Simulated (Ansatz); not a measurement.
# Ti11BiO24: the cost of one run

Method: DFT, PBE, plane-wave PAW, default files, scalar-relativistic, as far as a step names no other, in Ansatz 0.2.0.

**1. Starting point**

It takes space group Pmmm (No. 47, orthorhombic). Conventional cell: a = 6.494 Å, b = 6.494 Å, c = 8.872 Å, α = 90.00°, β = 90.00°, γ = 90.00°. Around Bi (site symmetry mmm) lie 6 O at 1.95 to 1.98 Å. Around Ti (site symmetry mm2) lie 6 O at 1.95 to 1.98 Å. Around Ti (site symmetry mmm) lie 6 O at 1.95 to 1.98 Å. Only part of the 16 independent sites is listed.

As a file:

```xyz
36
Lattice="4.5922 4.5922 0.0000 -4.5922 4.5922 0.0000 0.0000 0.0000 8.8722" Properties=species:S:1:pos:R:3 pbc="T T T"
Bi    0.0000    0.0000    0.0000
Ti    0.0000    0.0000    2.9574
Ti    0.0000    0.0000    5.9148
Ti    0.0000    4.5922    0.0000
Ti    0.0000    4.5922    2.9574
Ti    0.0000    4.5922    5.9148
Ti    2.2961    2.2961    1.4787
Ti    2.2961    2.2961    4.4361
Ti    2.2961    2.2961    7.3935
Ti   -2.2961    2.2961    1.4787
Ti   -2.2961    2.2961    4.4361
Ti   -2.2961    2.2961    7.3935
O     1.4004    1.4004    0.0000
O     1.4004    1.4004    2.9574
O     1.4004    1.4004    5.9148
O     1.4004    5.9926    0.0000
O     1.4004    5.9926    2.9574
O     1.4004    5.9926    5.9148
O     0.8957    3.6965    1.4787
O     0.8957    3.6965    4.4361
O     0.8957    3.6965    7.3935
O    -3.6965    3.6965    1.4787
O    -3.6965    3.6965    4.4361
O    -3.6965    3.6965    7.3935
O     3.1918    3.1918    0.0000
O     3.1918    3.1918    2.9574
O     3.1918    3.1918    5.9148
O    -1.4004    3.1918    0.0000
O    -1.4004    3.1918    2.9574
O    -1.4004    3.1918    5.9148
O    -0.8957    5.4879    1.4787
O    -0.8957    5.4879    4.4361
O    -0.8957    5.4879    7.3935
O    -0.8957    0.8957    1.4787
O    -0.8957    0.8957    4.4361
O    -0.8957    0.8957    7.3935
```

Atom 1 of the input is the impurity.

**2. Single point at the given positions**

Contents of input.yaml:

```yaml
crystal:
  lattice:
    - [4.5922, 4.5922, 0.0]
    - [-4.5922, 4.5922, 0.0]
    - [0.0, 0.0, 8.8722]
  atoms:
    - { symbol: Bi, position: [0.0, 0.0, 0.0] }
    - { symbol: Ti, position: [0.0, 0.0, 0.3333333333] }
    - { symbol: Ti, position: [0.0, 0.0, 0.6666666667] }
    - { symbol: Ti, position: [0.5, 0.5, 0.0] }
    - { symbol: Ti, position: [0.5, 0.5, 0.3333333333] }
    - { symbol: Ti, position: [0.5, 0.5, 0.6666666667] }
    - { symbol: Ti, position: [0.5, 0.0, 0.1666666667] }
    - { symbol: Ti, position: [0.5, 0.0, 0.5] }
    - { symbol: Ti, position: [0.5, 0.0, 0.8333333333] }
    - { symbol: Ti, position: [0.0, 0.5, 0.1666666667] }
    - { symbol: Ti, position: [0.0, 0.5, 0.5] }
    - { symbol: Ti, position: [0.0, 0.5, 0.8333333333] }
    - { symbol: O, position: [0.30496, 0.0, 0.0] }
    - { symbol: O, position: [0.30496, 0.0, 0.3333333333] }
    - { symbol: O, position: [0.30496, 0.0, 0.6666666667] }
    - { symbol: O, position: [0.80496, 0.5, 0.0] }
    - { symbol: O, position: [0.80496, 0.5, 0.3333333333] }
    - { symbol: O, position: [0.80496, 0.5, 0.6666666667] }
    - { symbol: O, position: [0.5, 0.30496, 0.1666666667] }
    - { symbol: O, position: [0.5, 0.30496, 0.5] }
    - { symbol: O, position: [0.5, 0.30496, 0.8333333333] }
    - { symbol: O, position: [0.0, 0.80496, 0.1666666667] }
    - { symbol: O, position: [0.0, 0.80496, 0.5] }
    - { symbol: O, position: [0.0, 0.80496, 0.8333333333] }
    - { symbol: O, position: [0.69504, 0.0, 0.0] }
    - { symbol: O, position: [0.69504, 0.0, 0.3333333333] }
    - { symbol: O, position: [0.69504, 0.0, 0.6666666667] }
    - { symbol: O, position: [0.19504, 0.5, 0.0] }
    - { symbol: O, position: [0.19504, 0.5, 0.3333333333] }
    - { symbol: O, position: [0.19504, 0.5, 0.6666666667] }
    - { symbol: O, position: [0.5, 0.69504, 0.1666666667] }
    - { symbol: O, position: [0.5, 0.69504, 0.5] }
    - { symbol: O, position: [0.5, 0.69504, 0.8333333333] }
    - { symbol: O, position: [0.0, 0.19504, 0.1666666667] }
    - { symbol: O, position: [0.0, 0.19504, 0.5] }
    - { symbol: O, position: [0.0, 0.19504, 0.8333333333] }
total_charge: -1
kpoints:
  mp_grid: { grid: [3, 3, 2] }
scf:
  occupations: { method: fermi_dirac, width: 0.01 }
hamiltonian:
  xc: pbe
  pseudopotentials: { kind: paw }
output:
  forces: true
  stress: true
  populations: true
  efg:
    quadrupole_moments_barn: { Bi: -0.516, Ti: 0.247, O: -0.02558 }
    contact_densities: true
```

Run with:

```
ansatz run input.yaml --threads 1 --pin off --max-ram 3072MiB --backend cpu --events-out ev --progress --plain --runs-dir out
```

**Question.** How long does this run take on 1 thread of Arm Neoverse V1, shared host, and how much memory does it need?

About 89 s, with a peak of 1 GiB.
